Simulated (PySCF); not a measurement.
# CH9PSi2: the cost of one run

The runs use PySCF 2.14.0, with density-fitted response routines of our own; the level of theory stands in each step. All values are computed, except where a source is named. Atoms count from 0, in the outputs and in this text.

## Step 1: The molecule as given

13 atoms, charge 0, multiplicity 1; geometry from: GFN2-xTB. The atoms were then displaced at random by about 0.01 Å, so the start is not that level's minimum.

Bonds of the start (Å): Si0–C1 1.87, C1–Si2 1.89, Si2–P3 2.29, Si0–H4 1.48, Si0–H5 1.46, Si0–H6 1.46, C1–H7 1.09, C1–H8 1.08, Si2–H9 1.45, Si2–H10 1.47, P3–H11 1.39, P3–H12 1.36.

## Step 2: Optimising the geometry at PBE0-D3(BJ)/def2-SVP

Job settings and geometry (Å):

```
{"job": {"xc": "PBE0", "basis": "def2-SVP", "d3": "d3bj", "grid": 1, "shake": 0.01, "kind": "geom"}, "charge": 0, "multiplicity": 1}
Si    -2.237020    -0.199250    -0.480510
C     -0.521660    -0.585790     0.149970
Si     0.876040     0.399370    -0.660140
P      2.845560    -0.342290     0.248450
H     -2.565850     1.223080    -0.215970
H     -3.235570    -1.023810     0.196740
H     -2.310600    -0.416330    -1.925840
H     -0.473680    -0.420950     1.226860
H     -0.324510    -1.638840     0.019420
H      0.978940     0.134570    -2.082140
H      0.694550     1.842190    -0.444400
H      2.699060     0.376430     1.433070
H      3.580560     0.634730    -0.337090
```

Command:

```bash
$ OMP_NUM_THREADS=1 python probes_run.py task.json out
```

One launch serves the whole session: the jobs run in the order shown.

Q: Estimate the wall time and peak memory of this first job on 1 thread of Arm Neoverse V1, shared host.

About 24 s, with a peak of 0.47 GiB.
